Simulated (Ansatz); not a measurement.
**CH₃BrMg (SMILES [CH3][Mg][Br]): one structure at several levels**

The atoms stand at a structure displaced at random from a GFN2-xTB minimum. How far do the functionals agree with one another there?

Program: Ansatz 0.2.0, Gaussian basis. Level of theory: single points in def2-TZVPP. These are calculated values, not measurements.

Filled d shells of heavy p-block atoms are frozen too. The outer core shell of Li, Na, Mg and K is correlated.

1 further run of the same task is left out (set aside as unsound or not needed).

## 1. The starting structure

SMILES `[CH3][Mg][Br]`, 6 atoms, charge 0, spin multiplicity 1.

Atoms are counted from 1 here; the program's logs count them from 0.

Bond lengths: C1–Mg2 2.058 Å, C1–H4 1.030 Å, C1–H5 1.068 Å, C1–H6 1.190 Å, Mg2–Br3 2.321 Å. Angles: Mg2–C1–H4 115.2°, Mg2–C1–H5 107.5°, Mg2–C1–H6 109.2°, H4–C1–H5 112.7°, H4–C1–H6 103.0°, H5–C1–H6 108.9°, C1–Mg2–Br3 177.3°.

Coordinates:

```
C    -0.5556    0.4594   -0.4452
Mg    0.8482   -0.6598    0.5611
Br    2.3887   -2.0115    1.6506
H    -1.4477   -0.0205   -0.6306
H    -0.0937    0.8303   -1.3340
H    -0.8828    1.3806    0.2336
```

## 2. PBE0-D4/def2-TZVPP

File run/in.yaml:

```yaml
crystal:
  periodic: [false, false, false]
  atoms:
    - {symbol: C, position_ang: [-0.555600, 0.459400, -0.445200]}
    - {symbol: Mg, position_ang: [0.848200, -0.659800, 0.561100]}
    - {symbol: Br, position_ang: [2.388700, -2.011500, 1.650600]}
    - {symbol: H, position_ang: [-1.447700, -0.020500, -0.630600]}
    - {symbol: H, position_ang: [-0.093700, 0.830300, -1.334000]}
    - {symbol: H, position_ang: [-0.882800, 1.380600, 0.233600]}
basis:
  gaussian: {orbitals: def2-TZVPP}
hamiltonian: {xc: pbe0, dispersion: d4}
output: {forces: true, orbitals: {seedname: orbitals}}
```

No record of the launch command was kept for these runs.

## 3. wB97M-V/def2-TZVPP

run/in.yaml, as its differences from that of step 2:

```diff
@@ -11,3 +11,3 @@
   gaussian: {orbitals: def2-TZVPP}
-hamiltonian: {xc: pbe0, dispersion: d4}
-output: {forces: true, orbitals: {seedname: orbitals}}
+hamiltonian: {xc: {name: wB97M-V}}
+output: {forces: true}
```

## 4. r2SCAN-D4/def2-TZVPP

run/in.yaml, as its differences from that of step 3:

```diff
@@ -11,3 +11,3 @@
   gaussian: {orbitals: def2-TZVPP}
-hamiltonian: {xc: {name: wB97M-V}}
+hamiltonian: {xc: r2scan, dispersion: d4}
 output: {forces: true}
```

## 5. PBE-D4/def2-TZVPP

run/in.yaml, as its differences from that of step 4:

```diff
@@ -11,3 +11,3 @@
   gaussian: {orbitals: def2-TZVPP}
-hamiltonian: {xc: r2scan, dispersion: d4}
+hamiltonian: {xc: pbe, dispersion: d4}
 output: {forces: true}
```

## 6. BHLYP-D4/def2-TZVPP

run/in.yaml, as its differences from that of step 5:

```diff
@@ -11,3 +11,3 @@
   gaussian: {orbitals: def2-TZVPP}
-hamiltonian: {xc: pbe, dispersion: d4}
+hamiltonian: {xc: {name: BHLYP}, dispersion: d4}
 output: {forces: true}
```

## 7. B97M-V/def2-TZVPP

run/in.yaml, as its differences from that of step 6:

```diff
@@ -11,3 +11,3 @@
   gaussian: {orbitals: def2-TZVPP}
-hamiltonian: {xc: {name: BHLYP}, dispersion: d4}
+hamiltonian: {xc: {name: B97M-V}}
 output: {forces: true}
```

(Steps that only read results are left out.)

**Question.** What will these runs give? Wanted: RMS force component; HOMO and LUMO, PBE0-D4.

As calculated:

| quantity | value |
| --- | --- |
| RMS force component | 1.214 to 1.251 eV/Å over the methods |
| HOMO and LUMO, PBE0-D4 | -7.50 and -1.08 eV |

What this shows: No sound CCSD(T) forces are at hand. Among the functionals the RMS force differs by up to 3 %.
